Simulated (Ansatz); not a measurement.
**C₂H₇NSi: small, medium and large basis sets**

How large a basis does C₂H₇NSi need? Two functionals are run in growing sets.

Program: Ansatz 0.2.0, Gaussian basis. Level of theory: one geometry, several basis sets. These are calculated values, not measurements.

The runs, in order: PBE0-D4/def2-SVP; ωB97M-V/def2-SVP; PBE0-D4/def2-QZVPP; ωB97M-V/def2-QZVPP; the functionals' def2-TZVPP values are taken from earlier runs.

**1. The relaxed structure**

The geometry comes from an earlier relaxation with PBE0-D4 in a triple-zeta def2 set; it is a stationary point, not always the lowest conformer.

SMILES `CC(=N)[SiH3]`, 11 atoms, charge 0, spin multiplicity 1.

Atoms are counted from 1 here; the program's logs count them from 0.

Bond lengths: C1–C2 1.498 Å, C1–H5 1.095 Å, C1–H6 1.091 Å, C1–H7 1.095 Å, C2–N3 1.272 Å, C2–Si4 1.901 Å, N3–H8 1.021 Å, Si4–H9 1.486 Å, Si4–H10 1.488 Å, Si4–H11 1.488 Å. Angles: C2–C1–H5 110.6°, C2–C1–H6 110.1°, C2–C1–H7 110.6°, H5–C1–H6 109.4°, H5–C1–H7 106.7°, H6–C1–H7 109.4°, C1–C2–N3 118.8°, C1–C2–Si4 118.3°, N3–C2–Si4 122.9°, C2–N3–H8 111.5°, C2–Si4–H9 107.9°, C2–Si4–H10 110.5°, C2–Si4–H11 110.5°, H9–Si4–H10 109.9°, H9–Si4–H11 109.9°, H10–Si4–H11 108.1°.

**2. PBE0-D4 in def2-SVP**

in.yaml reads:

```yaml
crystal:
  periodic: [false, false, false]
  atoms:
    - {symbol: C, position_ang: [-0.872004, 1.262951, -0.047167]}
    - {symbol: C, position_ang: [-0.395180, -0.098655, 0.355151]}
    - {symbol: N, position_ang: [-1.062316, -0.751530, 1.219679]}
    - {symbol: Si, position_ang: [1.186341, -0.774313, -0.454348]}
    - {symbol: H, position_ang: [-0.104816, 2.015703, 0.160486]}
    - {symbol: H, position_ang: [-1.784433, 1.516178, 0.494268]}
    - {symbol: H, position_ang: [-1.065593, 1.299972, -1.123964]}
    - {symbol: H, position_ang: [-0.639697, -1.661143, 1.410677]}
    - {symbol: H, position_ang: [1.447648, -2.124018, 0.110822]}
    - {symbol: H, position_ang: [2.338752, 0.124137, -0.175608]}
    - {symbol: H, position_ang: [1.016901, -0.866481, -1.929394]}
basis:
  gaussian: {orbitals: def2-SVP}
hamiltonian: {xc: pbe0, dispersion: d4}
output: {orbitals: {seedname: orbitals}}
```

Started as:

```bash
ansatz run in.yaml --threads 2 --pin off --events-out ev --progress --plain --max-ram 4352MiB
```

The log of the run:

```text
Functional definition: PBE0
  name "PBE0"
  cite "Adamo & Barone, J. Chem. Phys. 110, 6158 (1999) doi:10.1063/1.478522"
  cite "Perdew, Burke & Ernzerhof, Phys. Rev. Lett. 77, 3865 (1996) doi:10.1103/PhysRevLett.77.3865"
  parent pbe
  parameter a = 0.25
  parameter kappa = 0.804
  parameter beta = 0.06672455060314922
  exchange = (1 - a)*pbe_x(kappa = kappa, mu = beta*pi^2/3) + a*exact_x
  correlation = pbe_c(beta = beta)
1090 factors; their error is unknown
mean field evaluation 1: about -11536.5681 eV, gradient 4.8e1 eV
mean field evaluation 2: about -11532.3703 eV, gradient 6.3e1 eV
mean field evaluation 4: about -11541.9337 eV, gradient 3.9e0 eV
mean field evaluation 8: about -11541.9690 eV, gradient 4.8e-2 eV
mean field evaluation 16: about -11542.0040 eV, gradient 2.9e-5 eV
mean field -11542.00402900 eV, -424.1608246146 hartree, gradient 2.9e-5 eV, S^2 0.000000; 0 other end points of the search recorded, 0 dependent functions left out
reference -11542.00405610 eV, -424.1608256104 hartree; 20, 20 occupied and 75, 75 virtual orbitals, 1090 factors
Total energy: -11542.17830401 eV, -424.1672291030 hartree
```

Run time: 1.4 s. Hardware: 2 threads of Arm Neoverse V1, shared host.

**3. ωB97M-V in def2-SVP**

Changes to in.yaml since step 2:

```diff
@@ -16,3 +16,3 @@
   gaussian: {orbitals: def2-SVP}
-hamiltonian: {xc: pbe0, dispersion: d4}
+hamiltonian: {xc: {name: wB97M-V}}
 output: {orbitals: {seedname: orbitals}}
```

Launched as before.

The log of the run (excerpt; [...] marks lines left out):

```text
Functional definition: wB97M-V
  name "wB97M-V"
  cite "Mardirossian & Head-Gordon, J. Chem. Phys. 144, 214110 (2016) doi:10.1063/1.4952647"
  cite "Becke, J. Chem. Phys. 107, 8554 (1997) doi:10.1063/1.475007"
  cite "Vydrov & Van Voorhis, J. Chem. Phys. 133, 244103 (2010) doi:10.1063/1.3521275"
  # Of w^i u^j: cxij and so on, Table III.
[...]
  gx(w, u) = 1 - cx + cx01*u + cx10*w
  gss(w, u) = css00 + css04*u^4 + css10*w + css20*w^2 + css43*w^4*u^3
  gos(w, u) = cos00 + cos10*w + (cos20 + cos21*u)*w^2 + (cos60 + cos61*u)*w^6
[...]
      + integral(e_c_pw_mod_opposite_spin*gos(b97_w_opposite, b97_u_opposite)) + vv10(b, c)
1090 factors; their error is unknown
302 factors; integrals over basis functions are off by at most 8.6e-6 eV
[...]
mean field -11547.09453867 eV, -424.3478973943 hartree, gradient 4.8e-5 eV, S^2 0.000000; 0 other end points of the search recorded, 0 dependent functions left out
reference -11547.09457992 eV, -424.3478989101 hartree; 20, 20 occupied and 75, 75 virtual orbitals, 1090 factors
Total energy: -11547.09457992 eV, -424.3478989101 hartree
```

Wall time 6 s (2 threads of Arm Neoverse V1, shared host).

**4. PBE0-D4 in def2-QZVPP**

Changes to in.yaml since step 3:

```diff
@@ -15,4 +15,4 @@
 basis:
-  gaussian: {orbitals: def2-SVP}
-hamiltonian: {xc: {name: wB97M-V}}
+  gaussian: {orbitals: "def2-QZVPP.json"}
+hamiltonian: {xc: pbe0, dispersion: d4}
 output: {orbitals: {seedname: orbitals}}
```

The command is unchanged.

The log of the run:

```text
Functional definition: PBE0
  name "PBE0"
  cite "Adamo & Barone, J. Chem. Phys. 110, 6158 (1999) doi:10.1063/1.478522"
  cite "Perdew, Burke & Ernzerhof, Phys. Rev. Lett. 77, 3865 (1996) doi:10.1103/PhysRevLett.77.3865"
  parent pbe
  parameter a = 0.25
  parameter kappa = 0.804
  parameter beta = 0.06672455060314922
  exchange = (1 - a)*pbe_x(kappa = kappa, mu = beta*pi^2/3) + a*exact_x
  correlation = pbe_c(beta = beta)
1340 factors; their error is unknown
mean field evaluation 1: about -11541.3783 eV, gradient 6.0e1 eV
mean field evaluation 2: about -11533.5540 eV, gradient 8.1e1 eV
mean field evaluation 4: about -11549.2476 eV, gradient 7.6e0 eV
mean field evaluation 8: about -11549.3792 eV, gradient 3.1e-1 eV
mean field -11549.37927873 eV, -424.4318600427 hartree, gradient 6.7e-5 eV, S^2 0.000000; 0 other end points of the search recorded, 0 dependent functions left out
reference -11549.37932083 eV, -424.4318615902 hartree; 20, 20 occupied and 431, 431 virtual orbitals, 1340 factors
Total energy: -11549.55356874 eV, -424.4382650828 hartree
```

Wall time 12 s (2 threads of Arm Neoverse V1, shared host); peak memory 1.2 GiB.

**5. ωB97M-V in def2-QZVPP**

Changes to in.yaml since step 4:

```diff
@@ -16,3 +16,3 @@
   gaussian: {orbitals: "def2-QZVPP.json"}
-hamiltonian: {xc: pbe0, dispersion: d4}
+hamiltonian: {xc: {name: wB97M-V}}
 output: {orbitals: {seedname: orbitals}}
```

Same command.

The log of the run (excerpt; [...] marks lines left out):

```text
Functional definition: wB97M-V
  name "wB97M-V"
  cite "Mardirossian & Head-Gordon, J. Chem. Phys. 144, 214110 (2016) doi:10.1063/1.4952647"
  cite "Becke, J. Chem. Phys. 107, 8554 (1997) doi:10.1063/1.475007"
  cite "Vydrov & Van Voorhis, J. Chem. Phys. 133, 244103 (2010) doi:10.1063/1.3521275"
  # Of w^i u^j: cxij and so on, Table III.
[...]
  gx(w, u) = 1 - cx + cx01*u + cx10*w
  gss(w, u) = css00 + css04*u^4 + css10*w + css20*w^2 + css43*w^4*u^3
  gos(w, u) = cos00 + cos10*w + (cos20 + cos21*u)*w^2 + (cos60 + cos61*u)*w^6
[...]
      + integral(e_c_pw_mod_opposite_spin*gos(b97_w_opposite, b97_u_opposite)) + vv10(b, c)
1320 factors; their error is unknown
365 factors; integrals over basis functions are off by at most 1.0e-5 eV
[...]
mean field -11554.69270696 eV, -424.6271249288 hartree, gradient 1.5e-5 eV, S^2 0.000000; 0 other end points of the search recorded, 0 dependent functions left out
reference -11554.69277370 eV, -424.6271273814 hartree; 20, 20 occupied and 431, 431 virtual orbitals, 1320 factors
Total energy: -11554.69277370 eV, -424.6271273814 hartree
```

Run time: 30 s. Hardware: 2 threads of Arm Neoverse V1, shared host; peak memory 1.5 GiB.

**6. Density functionals: the series**

The def2-TZVPP values come from earlier runs at the same geometry.

```
functional       basis  functions  energy (eV)  from the largest (eV)  HOMO (eV)  LUMO (eV)
   PBE0-D4    def2-SVP         95  -11542.1783                  7.375      -7.02      -0.50
   PBE0-D4  def2-TZVPP        233  -11549.0733                  0.480      -7.19      -0.70
   PBE0-D4  def2-QZVPP        451  -11549.5536                  0.000      -7.22      -0.75
   ωB97M-V    def2-SVP         95  -11547.0946                  7.598      -9.31       1.76
   ωB97M-V  def2-TZVPP        233  -11554.2393                  0.453      -9.50       1.51
   ωB97M-V  def2-QZVPP        451  -11554.6928                  0.000      -9.53       1.43
```

**7. Summary of results**

| quantity | value |
| --- | --- |
| PBE0-D4: double and triple zeta above quadruple | 7.38, 0.48 eV |
| ωB97M-V: double and triple zeta above quadruple | 7.60, 0.45 eV |

For PBE0-D4 the step from double to triple zeta gains 6.90 eV and the next only 0.48 eV. Total energies overstate the basis error of differences, where much of it tends to cancel.

For PBE0-D4 the largest set took about 8 times as long as the smallest (12 s against 1.4 s).
